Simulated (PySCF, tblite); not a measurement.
# C5H11PSi: geometry, infrared bands and NMR shifts

Aim: predict the infrared bands and NMR shifts of C5H11PSi (`C#CCP(C)[SiH2]C`).

Computed with tblite 0.8.0 and PySCF 2.14.0, with density-fitted response routines of our own, on a single molecule in the gas phase. Atoms count from 0, in the outputs and in this text.

### Step 1. The starting structure

18 atoms, charge 0, multiplicity 1; geometry from: force field or distance geometry start.

Bonds of the start (Å): C0–C1 1.21, C1–C2 1.46, C2–P3 1.80, P3–C4 1.84, P3–Si5 2.17, Si5–C6 1.85, C0–H7 1.07, C2–H8 1.12, C2–H9 1.11, C4–H10 1.13, C4–H11 1.11, C4–H12 1.10, Si5–H13 1.48, Si5–H14 1.47, C6–H15 1.13, C6–H16 1.10, C6–H17 1.12.

### Step 2. Relaxing the molecule with GFN2-xTB

What the job is given:

```
{"job": {"kind": "relax", "xc": "GFN2-xTB", "basis": "xTB"}, "charge": 0, "multiplicity": 1}
C      2.230400     2.080500    -0.030400
C      1.715000     1.174900    -0.650200
C      1.128000     0.048400    -1.371200
P      0.126600    -1.056300    -0.357700
C      1.023400    -2.264400     0.709900
Si    -1.749400    -0.312300     0.433100
C     -2.091600     1.471900     0.086600
H      2.685400     2.887600     0.504000
H      0.568700     0.397400    -2.274400
H      1.995300    -0.531400    -1.759600
H      0.323800    -3.130800     0.895300
H      1.240000    -1.856300     1.716800
H      1.895700    -2.732400     0.235900
H     -1.729000    -0.496500     1.903900
H     -2.893000    -1.079600    -0.086200
H     -3.112700     1.742100     0.492800
H     -1.302600     2.071200     0.563600
H     -2.062600     1.592300    -1.023700
```

Launch:

```sh
> OMP_NUM_THREADS=1 python probes_run.py task.json out
```

The driver reads the jobs from task.json and runs them one after another.

**Question.** This job is followed by: GFN2-xTB harmonic vibrations, gas phase; GIAO PBE0/pcSseg-1 NMR shielding, non-relativistic, gas phase. What will the session give for the following? strongest single infrared mode (GFN2-xTB); zero-point energy (GFN2-xTB); ¹³C shifts against TMS (PBE0/pcSseg-1); ¹H shifts against TMS (PBE0/pcSseg-1, means over atoms taken as alike); ³¹P shifts against H3PO4 (PBE0/pcSseg-1); ²⁹Si shifts against TMS (PBE0/pcSseg-1); surface potential, 1st and 99th percentile.

**Answer**, as computed:

| quantity | value |
| --- | --- |
| strongest single infrared mode (GFN2-xTB) | 2189 cm⁻¹, 316 km/mol |
| zero-point energy (GFN2-xTB) | 85.6 kcal/mol |
| ¹³C shifts against TMS (PBE0/pcSseg-1) | 83.8, 77.9, 13.8, 6.4, -9.6 ppm |
| ¹H shifts against TMS (PBE0/pcSseg-1, means over atoms taken as alike) | 4.19, 2.42, 1.74, 1.28, 0.23 ppm |
| ³¹P shifts against H3PO4 (PBE0/pcSseg-1) | -129.1 ppm |
| ²⁹Si shifts against TMS (PBE0/pcSseg-1) | -42.4 ppm |
| surface potential, 1st and 99th percentile | -1.10 V and 1.33 V |

The optimisation took 157 steps and gained 1.324 eV; among the close pairs (by a distance rule), P3–Si5 changed most, from 2.168 to 2.249 Å. All 48 modes are real, so the xTB geometry is a minimum. The strongest single mode, at 2189 cm⁻¹, moves mainly H13. GFN2-xTB is a fitted tight-binding method: band positions and strengths are rough. Its intensities can rank the bands wrongly. At PBE0/pcSseg-1: The largest span, 287 ppm, is at C1, where the paramagnetic term is -163 ppm.
